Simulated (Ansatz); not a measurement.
# CH2ClNSSi: one species, many methods

How much do the methods differ for CH2ClNSSi? The plan is to run it at one geometry with functionals of several rungs and with coupled cluster. The yardstick is the atomisation energy at the CCSD(T) limit.

Computed with Ansatz 0.2.0, Gaussian basis. Level: functionals in def2-TZVPP, the program's frozen cores in correlated methods.

Levels to be run: LDA (SPW92), PBE-D4, revPBE-D4, BLYP-D4, r2SCAN-D4, B97M-V, PBE0-D4, B3LYP-D4, r2SCANh-D4, r2SCAN0-D4, HSE06-D4, BHLYP-D4, CAM-B3LYP-D4, LC-ωPBE, ωB97X-V, ωB97M-V, B2PLYP, PBE-QIDH; CCSD(T)/def2-SVP; CCSD(T)/def2-TZVPP; MP2/def2-QZVPP; extrapolation to the limit; RPA on PBE.

**1. The geometry**

An earlier PBE0-D4 in a triple-zeta def2 set relaxation fixed the geometry.

SMILES `N=C1S[SiH]1Cl`, 7 atoms, charge 0, spin multiplicity 1.

Atoms are counted from 1 here; the program's logs count them from 0.

Bond lengths: N1–C2 1.250 Å, N1–H6 1.020 Å, C2–S3 1.820 Å, C2–Si4 1.823 Å, S3–Si4 2.096 Å, Si4–Cl5 2.033 Å, Si4–H7 1.474 Å. Angles: C2–N1–H6 111.0°, N1–C2–S3 128.8°, N1–C2–Si4 160.9°, S3–C2–Si4 70.2°, C2–S3–Si4 55.0°, C2–Si4–S3 54.8°, C2–Si4–Cl5 121.1°, C2–Si4–H7 123.1°, S3–Si4–Cl5 120.3°, S3–Si4–H7 119.8°, Cl5–Si4–H7 108.8°.

**2. LDA**

This LDA is Slater exchange with PW92 correlation.

The input, in.yaml:

```yaml
crystal:
  periodic: [false, false, false]
  atoms:
    - {symbol: N, position_ang: [-0.810244, -0.247995, 1.794315]}
    - {symbol: C, position_ang: [-0.096100, -0.206164, 0.769431]}
    - {symbol: S, position_ang: [1.691672, -0.507435, 0.611162]}
    - {symbol: Si, position_ang: [0.415295, 0.016699, -0.966586]}
    - {symbol: Cl, position_ang: [0.522475, 1.867083, -1.801386]}
    - {symbol: H, position_ang: [-1.780179, -0.025085, 1.572934]}
    - {symbol: H, position_ang: [0.118381, -0.965202, -2.025571]}
basis:
  gaussian: {orbitals: def2-TZVPP}
hamiltonian: {xc: lda}
output: {orbitals: {seedname: orbitals}}
```

On the command line:

```bash
$ ansatz run in.yaml --threads 2 --pin off --events-out ev --progress --plain --max-ram 4352MiB
```

After this run come: PBE-D4 (GGA); revPBE-D4 (GGA); BLYP-D4 (GGA); r2SCAN-D4 (meta-GGA); B97M-V (meta-GGA); B3LYP-D4 (hybrid); r2SCANh-D4 (hybrid); r2SCAN0-D4 (hybrid); HSE06-D4 (hybrid); BHLYP-D4 (hybrid); CAM-B3LYP-D4 (range-separated); LC-ωPBE (range-separated); ωB97X-V (range-separated); ωB97M-V (range-separated); B2PLYP (double hybrid); PBE-QIDH (double hybrid); CCSD(T) in def2-SVP; CCSD(T) in def2-TZVPP; MP2 in def2-QZVPP; RPA on PBE orbitals.

Before running them: what should the planned runs give, taken together? Wanted: atomisation energy, CCSD(T)/CBS; farthest beyond LDA; mean size of error, GGA; mean size of error, meta-GGA; mean size of error, hybrid; mean size of error, range-separated; mean size of error, double hybrid; gap, smallest and largest; T1 diagnostic.

As calculated:

```
                               quantity                                         value
        atomisation energy, CCSD(T)/CBS                                596.5 kcal/mol
functionals within 3.0 kcal/mol (0.5 %)  B3LYP-D4, r2SCANh-D4, CAM-B3LYP-D4, PBE-QIDH
                    farthest beyond LDA                       PBE-D4 (+30.8 kcal/mol)
                mean size of error, GGA                                 16.6 kcal/mol
           mean size of error, meta-GGA                                 10.6 kcal/mol
             mean size of error, hybrid                                  9.9 kcal/mol
    mean size of error, range-separated                                  5.0 kcal/mol
      mean size of error, double hybrid                                  4.8 kcal/mol
              gap, smallest and largest     3.55 eV (LDA (SPW92)), 10.68 eV (LC-ωPBE)
                          T1 diagnostic                                        0.0147
triples share of the correlation energy                                         5.0 %
```

What this shows: The LDA atomisation energy is off by 114.1 kcal/mol (19 %): it overbinds. PBE-D4 misses by +30.8 kcal/mol. Double hybrids carry the basis error of their MP2 part in triple zeta, and no dispersion term here, so their miss is partly the set-up's. Taken by rung, double hybrid functionals do best (4.8 kcal/mol on average) and GGA ones worst beyond LDA (16.6 kcal/mol). The gap between the best rungs is small, so their order is not settled. Misses under about 3.0 kcal/mol are within the doubt on the reference itself, which lacks core-valence correlation, relativity and higher excitations. Hartree-Fock recovers 64 % of the binding; the rest is correlation. CCSD(T) in def2-SVP is off by -56.2 kcal/mol, so the small basis spoils what the method gains. The gap grows from 3.6 to 10.7 eV across the functionals, mostly with the share of exact exchange.
